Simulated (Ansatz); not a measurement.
This script drives Ansatz 0.2.0, Python API.

Contents of `c2h5gen.xyz`:
```text
9

C    -0.61220    0.36360   -1.06600
N     0.63360    0.69070   -1.14540
C     0.96340    0.12430    0.11260
Ge   -0.53290   -0.45030    0.66530
H    -1.48750    0.58130   -1.77130
H     1.70980   -0.70170   -0.01010
H     1.42280    0.90590    0.81180
H    -0.75460   -1.97950    0.56440
H    -1.25380    0.41940    1.82160
```

The script, `scan_c2h5gen.py`:
```python
import logging
import sys

import ansatz as az
import numpy as np

logging.basicConfig(stream=sys.stdout, format='%(levelname)s:%(name)s:%(message)s')
log = logging.getLogger('c2h5gen')
log.setLevel(logging.INFO)

BASIS_SET = 'def2-SVP'
FUNCTIONAL = 'PBE0'
DISPERSION = 'd4'

geometry = az.Crystal.molecule_from_extxyz('c2h5gen.xyz')

symbols = [site.symbol for site in geometry.cartesian_sites]
start = np.array([site.position_ang for site in geometry.cartesian_sites])
axis = (start[8] - start[3]) / np.linalg.norm(start[8] - start[3])
moving = [8]
lengths, energies = [1.37, 1.49, 1.62, 1.78, 2.02, 2.42, 2.91, 3.56], []
for length in lengths:
    xyz = start.copy()
    xyz[moving] += (length - np.linalg.norm(start[8] - start[3])) * axis
    point = az.Crystal.molecule()
    for symbol, place in zip(symbols, xyz):
        point = point.atom(symbol, place.tolist())
    calculation = (
        point.calculation()
        .basis(gaussian=BASIS_SET)
        .functional(FUNCTIONAL, dispersion=DISPERSION)
        .accuracy('medium')
        .scf(lower_state_search='light')
        .spin('collinear')
    )
    data = calculation.run(threads=1, backend='cpu').report
    energies.append(data['free_energy_ev'])
    log.info(f'r = {length:6.3f} A  E = {energies[-1]:.5f} eV  <S^2> = {abs(data["mean_field"]["state"]["spin_squared"]):.3f}')

print('energy above the lowest point (eV):', [round(e - min(energies), 3) for e in energies])
```

It is started by `python scan_c2h5gen.py`. How long does it take on 1 thread of Arm Neoverse V2, on a shared host, and how much memory does it need?

It took about 57 s, with a peak of 0.4 GiB, for 8 runs of the engine.

```console
$ python scan_c2h5gen.py
INFO:c2h5gen:r =  1.370 A  E = -60138.65584 eV  <S^2> = 0.000
INFO:c2h5gen:r =  1.490 A  E = -60138.93723 eV  <S^2> = 0.000
INFO:c2h5gen:r =  1.620 A  E = -60138.90056 eV  <S^2> = 0.000
INFO:c2h5gen:r =  1.780 A  E = -60138.58800 eV  <S^2> = 0.000
INFO:c2h5gen:r =  2.020 A  E = -60137.89600 eV  <S^2> = 0.000
INFO:c2h5gen:r =  2.420 A  E = -60136.66544 eV  <S^2> = 0.000
INFO:c2h5gen:r =  2.910 A  E = -60135.73308 eV  <S^2> = 0.671
INFO:c2h5gen:r =  3.560 A  E = -60135.43852 eV  <S^2> = 0.959
energy above the lowest point (eV): [0.281, 0.0, 0.037, 0.349, 1.041, 2.272, 3.204, 3.499]
```

Reading the output:
- The settings weren't tested for convergence.
- The rest of the molecule is held rigid at a force-field or estimated start geometry, and the basis set is modest; single-reference methods fail as a bond breaks.
- The expectation value of S² is noticeably off S(S+1) in at least one run, so that state is spin-contaminated.

(Lines on the test bed's own set-up are left out of the output.)
